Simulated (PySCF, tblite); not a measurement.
# C10H9N: geometry, infrared bands and NMR shifts

Aim: predict the infrared bands and NMR shifts of C10H9N (`C=CC[C@H](C)C#CC#CC#N`).

Computed with tblite 0.8.0 and PySCF 2.14.0, with density-fitted response routines of our own, on a single molecule in the gas phase. Atoms are numbered from 0 throughout.

**1. Starting geometry**

20 atoms, charge 0, multiplicity 1; geometry from: force field or distance geometry start.

Bonds of the start (Å): C0–C1 1.34, C1–C2 1.49, C2–C3 1.54, C3–C4 1.51, C3–C5 1.48, C5–C6 1.21, C6–C7 1.54, C7–C8 1.20, C8–C9 1.53, C9–N10 1.16, C0–H11 1.09, C0–H12 1.10, C1–H13 1.10, C2–H14 1.09, C2–H15 1.11, C3–H16 1.11, C4–H17 1.09, C4–H18 1.10, C4–H19 1.09.

**2. Relaxing the molecule with GFN2-xTB**

Job settings and geometry (Å):

```
{"job": {"kind": "relax", "xc": "GFN2-xTB", "basis": "xTB"}, "charge": 0, "multiplicity": 1}
C     -2.556100    -1.944600     1.261100
C     -1.590400    -1.457200     0.475100
C     -1.703500    -0.230700    -0.366500
C     -0.760500     0.914700     0.047700
C     -1.105000     2.193300    -0.687700
C      0.647700     0.551400    -0.200300
C      1.801300     0.267300    -0.404100
C      3.278000    -0.101300    -0.656000
C      4.423700    -0.397900    -0.861600
C      5.886100    -0.766100    -1.118300
N      6.996200    -1.045800    -1.320600
H     -2.418300    -2.845500     1.851800
H     -3.538000    -1.454200     1.341400
H     -0.632900    -1.995300     0.444200
H     -1.525800    -0.503200    -1.411000
H     -2.750100     0.139300    -0.319400
H     -0.886000     1.101400     1.133000
H     -0.443700     3.009200    -0.392100
H     -0.998900     2.070700    -1.772800
H     -2.129100     2.505100    -0.482400
```

Launch:

```bash
$ OMP_NUM_THREADS=1 python probes_run.py task.json out
```

One launch serves the whole session: the jobs run in the order shown.

**Question.** This job is followed by: GFN2-xTB harmonic vibrations, gas phase; GIAO PBE0/pcSseg-1 NMR shielding, non-relativistic, gas phase. Predict these results of the whole session: strongest single infrared mode (GFN2-xTB); zero-point energy (GFN2-xTB); ¹³C shifts against TMS (PBE0/pcSseg-1); ¹H shifts against TMS (PBE0/pcSseg-1, means over atoms taken as alike); ¹⁵N shifts against NH3 (PBE0/pcSseg-1).

**Answer**, as computed:

```
                                                              quantity                                                              value
                             strongest single infrared mode (GFN2-xTB)                                              2296 cm⁻¹, 796 km/mol
                                          zero-point energy (GFN2-xTB)                                                      95.4 kcal/mol
                                ¹³C shifts against TMS (PBE0/pcSseg-1)  145.4, 123.6, 112.6, 93.5, 74.2, 71.4, 57.0, 47.3, 31.5, 23.8 ppm
¹H shifts against TMS (PBE0/pcSseg-1, means over atoms taken as alike)                       6.51, 5.48, 5.44, 2.40, 2.40, 2.05, 1.38 ppm
                                ¹⁵N shifts against NH3 (PBE0/pcSseg-1)                                                          306.5 ppm
```

The optimisation took 82 steps and gained 1.225 eV; among the close pairs (by a distance rule), C6–C7 changed most, from 1.543 to 1.347 Å. No mode is imaginary among the 54: a minimum at this level. The strongest single mode, at 2296 cm⁻¹, is spread over several atoms, C6, C5, C7, C9 among them. GFN2-xTB is a fitted tight-binding method: band positions and strengths are rough. Its intensities can rank the bands wrongly. C1 (alkene CH) lies farthest downfield among carbon, at 145.4 ppm; an sp2 carbon of a C=C bond. The most deshielded hydrogen is H13 (hydrogen on an alkene CH), at 6.51 ppm: attached to an sp2 carbon and in the plane of the double bond. At PBE0/pcSseg-1: The widest tensor belongs to N10: span 555 ppm, with a paramagnetic part of -381 ppm.
